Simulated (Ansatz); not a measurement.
**GeH2ClO (SMILES [O][GeH2][Cl]): U-r2SCAN0/def2-SVPD**

Aim: the electronic atomisation energy of GeH2ClO at U-r2SCAN0/def2-SVPD, from 5 runs. 

Program for the calculation: Ansatz 0.2.0.

74 further runs of the same task are left out: 1 that didn't finish, 73 set aside as unsound or not needed.

**1. The structure to begin with**

The species is GeH2ClO (5 atoms), meant as a doublet with charge 0. As SMILES, `[O][GeH2][Cl]`. The coordinates come from a PBE0-D4/def2-TZVP relaxation.

Bond lengths: O1–Ge2 1.781 Å, Ge2–Cl3 2.144 Å, Ge2–H4 1.531 Å, Ge2–H5 1.531 Å. Angles: O1–Ge2–Cl3 110.8°, O1–Ge2–H4 106.5°, O1–Ge2–H5 106.5°, Cl3–Ge2–H4 108.2°, Cl3–Ge2–H5 108.2°, H4–Ge2–H5 116.7°.

**2. The energy at U-r2SCAN0/def2-SVPD**

Input file molecule.yaml:

```yaml
crystal:
  periodic: [false, false, false]
  atoms:
    - {symbol: O, position_ang: [-0.272400, -0.591800, 1.625500]}
    - {symbol: Ge, position_ang: [0.123700, -0.081200, -0.034500]}
    - {symbol: Cl, position_ang: [-1.347100, 1.290100, -0.778900]}
    - {symbol: H, position_ang: [0.081000, -1.343800, -0.899000]}
    - {symbol: H, position_ang: [1.464600, 0.653000, 0.045400]}
basis:
  gaussian: {orbitals: def2-SVPD}
magnetization: {spin_polarized: true, initial_magnetization: 1}
hamiltonian: {xc: {name: r2SCAN0}}
accuracy: high
output: {orbitals: {seedname: orbitals}}
```

The run is started by

```sh
ansatz run molecule.yaml --threads 1 --pin off --max-ram 3480MiB --events-out events.jsonl --progress --plain --runs-dir runs
```

Standard output:

```text
Warning: RAYON_NUM_THREADS=1 ignored (pool sized by the plan → 1); use --threads N
Functional definition: r2SCAN0
  name "r2SCAN0"
  parameter a = 0.25
  parameter k0 = 0.174
  parameter k1 = 0.065
  parameter a1 = 4.9479
  exchange = (1 - a)*r2scan_x(k0 = k0, k1 = k1, a1 = a1) + a*exact_x
  correlation = r2scan_c
1996 factors; integrals over basis functions are off by at most 4.4e-9 eV
mean field evaluation 1: about -71091.6039 eV, gradient 4.8e1 eV
mean field evaluation 2: about -70925.6824 eV, gradient 1.3e2 eV
mean field evaluation 4: about -71103.6259 eV, gradient 1.2e1 eV
mean field evaluation 8: about -71104.5404 eV, gradient 7.1e-1 eV
mean field evaluation 16: about -71104.6005 eV, gradient 3.6e-3 eV
mean field evaluation 32: about -71104.6005 eV, gradient 1.3e-5 eV
mean field -71104.60047297 eV, -2613.0458709525 hartree, gradient 5.0e-8 eV, S^2 0.756013; 2 other end points of the search recorded, 0 dependent functions left out
reference -71104.60048071 eV, -2613.0458712370 hartree; 30, 29 occupied and 74, 75 virtual orbitals, 1996 factors
Total energy: -71104.60048071 eV, -2613.0458712370 hartree
```

Run time: 84 s. Hardware: 1 thread of Intel Xeon Platinum 8259CL at 2.50GHz (Skylake/Cascade Lake), shared host; peak memory 0.69 GiB.

**3. The Cl atom at the same level**

Input file in.yaml:

```yaml
crystal:
  periodic: [false, false, false]
  atoms:
    - symbol: Cl
      position_ang: [0.000000, 0.000000, 0.000000]
basis:
  gaussian:
    orbitals: def2-SVPD
magnetization:
  spin_polarized: true
  initial_magnetization: 1
hamiltonian:
  xc: {name: r2SCAN0}
accuracy: high
```

The run is started by

```sh
ansatz run in.yaml --threads 1 --pin off --max-ram 3480MiB --events-out events.jsonl --progress --plain --runs-dir runs
```

Standard output, shortened:

```text
Warning: RAYON_NUM_THREADS=1 ignored (pool sized by the plan → 1); use --threads N
[... 8 set-up lines as earlier in the session ...]
222 factors; integrals over basis functions are off by at most 2.5e-9 eV
mean field evaluation 1: about -12516.2521 eV, gradient 3.3e0 eV
mean field evaluation 2: about -12516.3264 eV, gradient 8.2e-1 eV
mean field evaluation 4: about -12516.3327 eV, gradient 3.4e-1 eV
mean field evaluation 8: about -12516.3332 eV, gradient 5.0e-4 eV
mean field evaluation 16: about -12516.3332 eV, gradient 3.6e-6 eV
mean field evaluation 32: about -12516.3332 eV, gradient 6.2e-8 eV
mean field -12516.33321913 eV, -459.9667619276 hartree, gradient 6.2e-8 eV, S^2 0.754356; 0 other end points of the search recorded, 0 dependent functions left out
reference -12516.33322612 eV, -459.9667621847 hartree; 9, 8 occupied and 18, 19 virtual orbitals, 222 factors
Total energy: -12516.33322612 eV, -459.9667621847 hartree
```

It took 3.6 s on 1 thread of Intel Xeon Platinum 8259CL at 2.50GHz (Skylake/Cascade Lake), shared host; peak memory 0.14 GiB.

**4. The Ge atom, same level**

Input file job.yaml:

```yaml
crystal:
  periodic: [false, false, false]
  atoms:
    - symbol: Ge
      position_ang: [0.000000, 0.000000, 0.000000]
basis:
  gaussian: {orbitals: def2-SVPD}
accuracy: high
magnetization: {spin_polarized: true, initial_magnetization: 2}
hamiltonian: {xc: {name: r2SCAN0}}
```

Run the same way, it converges to -2076.63131 Eh (log not shown).

**5. The H atom at the same level**

Input file run.yaml:

```yaml
crystal:
  periodic: [false, false, false]
  atoms:
    - symbol: H
      position_ang: [0.000000, 0.000000, 0.000000]
basis:
  gaussian:
    orbitals: def2-SVPD
total_charge: 0
magnetization:
  spin_polarized: true
  initial_magnetization: 1
hamiltonian:
  xc: {name: r2SCAN0}
accuracy: high
```

Run the same way, it converges to -0.49923 Eh (log not shown).

**6. The O atom at the same level**

Input file input.yaml:

```yaml
crystal:
  periodic: [false, false, false]
  atoms:
    - {symbol: O, position_ang: [0.000000, 0.000000, 0.000000]}
basis:
  gaussian:
    orbitals: def2-SVPD
magnetization:
  spin_polarized: true
  initial_magnetization: 2
hamiltonian:
  xc: {name: r2SCAN0}
accuracy: high
```

Run the same way, it converges to -74.96758 Eh (log not shown).

**7. What came out**

Level: U-r2SCAN0/def2-SVPD.

| quantity | value |
| --- | --- |
| molecule: total energy | -2613.04587 Eh |
| molecule: HOMO energy (highest over α and β) | -9.45 eV |
| molecule: LUMO energy (lowest over α and β) | -4.24 eV |
| molecule: ⟨S²⟩ | 0.756 |
| Cl atom: total energy | -459.96676 Eh |
| Cl atom: ⟨S²⟩ | 0.754 |
| Ge atom: total energy | -2076.63131 Eh |
| Ge atom: ⟨S²⟩ | 2.006 |
| H atom: total energy | -0.49923 Eh |
| H atom: ⟨S²⟩ | 0.750 |
| O atom: total energy | -74.96758 Eh |
| O atom: ⟨S²⟩ | 2.006 |
| electronic atomisation energy | 13.110 eV |

In words: Taking the molecule apart into free atoms costs 13.11 eV (1265 kJ/mol), before zero-point energy and without spin-orbit coupling.
